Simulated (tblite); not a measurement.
# C3H7Cl2FSi2: the cost of one run

Computed with tblite 0.8.0 and PySCF 2.14.0, with density-fitted response routines of our own, on a single molecule in the gas phase. Atoms count from 0, in the outputs and in this text.

**1. Starting geometry**

15 atoms, charge 0, multiplicity 1; geometry from: force field or distance geometry start.

Bonds of the start (Å): F0–C1 1.37, C1–C2 1.33, C2–Si3 1.86, C1–Si4 1.82, Si4–Cl5 2.11, Si4–C6 1.86, C6–Cl7 1.77, C2–H8 1.08, Si3–H9 1.48, Si3–H10 1.46, Si3–H11 1.46, Si4–H12 1.45, C6–H13 1.11, C6–H14 1.13.

**2. Relaxing the molecule with GFN2-xTB**

What the job is given:

```
{"job": {"kind": "relax", "xc": "GFN2-xTB", "basis": "xTB"}, "charge": 0, "multiplicity": 1}
F     -0.019600    -2.251400     1.338000
C      0.304600    -1.165700     0.568300
C      1.538900    -0.698000     0.725100
Si     2.076100     0.775200    -0.278300
Si    -0.945200    -0.475400    -0.564400
Cl    -2.069000    -2.069400    -1.374800
C     -2.105400     0.557600     0.461600
Cl    -3.187500     1.460700    -0.612500
H      2.209600    -1.173500     1.427400
H      1.425500     1.952200     0.347800
H      3.517600     0.913500    -0.070100
H      1.728500     0.655900    -1.688500
H     -0.332500     0.364900    -1.577900
H     -2.664700    -0.095300     1.161200
H     -1.481500     1.256700     1.092300
```

Launch:

```
OMP_NUM_THREADS=1 python probes_run.py task.json out
```

The driver reads the jobs from task.json and runs them one after another.

Q: Estimate the wall time and peak memory of this first job on 1 thread of Intel Xeon at 2.50GHz, shared host.

About 7.3 s, with a peak of 0.18 GiB.
